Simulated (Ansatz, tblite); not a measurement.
**TaSeCl3: removing and adding an electron**

The task here is to estimate one member of a computed series from the others.

Method: as each input shows; program: Ansatz 0.2.0, Gaussian basis.

Levels to be run: charge +1 doublet, at the geometry of the singlet (PBE0-D4/def2-TZVP, PBE-D4/def2-TZVP, r2SCAN-D4/def2-TZVP, CCSD(T)/def2-SVP); charge -1 doublet, at the geometry of the singlet (PBE0-D4/def2-TZVPD, PBE-D4/def2-TZVPD, r2SCAN-D4/def2-TZVPD); the starting singlet's energies come from earlier runs.

**The relaxed structure**

The singlet was relaxed beforehand with r2SCAN-D4/def2-SVP.

5 atoms, charge 0, spin multiplicity 1.

Atoms are counted from 1 here; the program's logs count them from 0.

Bond lengths: Ta1–Se2 2.283 Å, Ta1–Cl3 2.289 Å, Ta1–Cl4 2.289 Å, Ta1–Cl5 2.289 Å. Angles: Se2–Ta1–Cl3 107.9°, Se2–Ta1–Cl4 107.9°, Se2–Ta1–Cl5 107.9°, Cl3–Ta1–Cl4 111.0°, Cl3–Ta1–Cl5 111.0°, Cl4–Ta1–Cl5 111.0°.

Formally the metal is d0. Ta takes a core potential in the def2 sets. No spin-orbit coupling is included.

Set-up of the first run:

Input file in.yaml:

```yaml
crystal:
  periodic: [false, false, false]
  atoms:
    - {symbol: Ta, position_ang: [-0.000286, 0.000278, -0.034792]}
    - {symbol: Se, position_ang: [0.011579, -0.017584, 2.248551]}
    - {symbol: Cl, position_ang: [2.174265, 0.010271, -0.750149]}
    - {symbol: Cl, position_ang: [-1.096595, 1.890485, -0.717058]}
    - {symbol: Cl, position_ang: [-1.088953, -1.883460, -0.746551]}
basis:
  gaussian: {orbitals: def2-SVP}
total_charge: 1
magnetization: {spin_polarized: true, initial_magnetization: 1}
hamiltonian: {xc: pbe0, dispersion: d4}
output: {orbitals: {seedname: orbitals}}
```

Started as:

```sh
$ ansatz run in.yaml --threads 4 --pin off --events-out ev --progress --plain --max-ram 3916MiB
```

Steps of the session up to this table: Charge +1 doublet at the fixed geometry, first pass, PBE0-D4/def2-SVP; Charge +1 doublet at the fixed geometry, PBE0-D4/def2-TZVP; Charge +1 doublet at the fixed geometry, PBE-D4/def2-TZVP; Charge +1 doublet at the fixed geometry, r2SCAN-D4/def2-TZVP; Charge +1 doublet at the fixed geometry, CCSD(T)/def2-SVP.

One of the session's tables, all rows but one given; the rest of the session is left out.

It belongs to the step «Vertical ionisation energy». 

| method | vertical ionisation energy (eV) |
| --- | --- |
| HF/def2-SVP | 8.96 |
| PBE-D4/def2-TZVP | 9.49 |
| r2SCAN-D4/def2-TZVP | 9.62 |
| PBE0-D4/def2-TZVP | ? |
| MP2/def2-SVP | 9.98 |
| CCSD/def2-SVP | 9.59 |
| CCSD(T)/def2-SVP | 9.60 |

Q: Estimate the row for PBE0-D4/def2-TZVP from the others.

As computed: vertical ionisation energy (eV): 9.66. In the column «vertical ionisation energy (eV)» it lies between r2SCAN-D4/def2-TZVP (9.62) and MP2/def2-SVP (9.98).

To keep in mind: The anion's highest level is positive in at least one run, so there the basis alone may hold the extra electron.
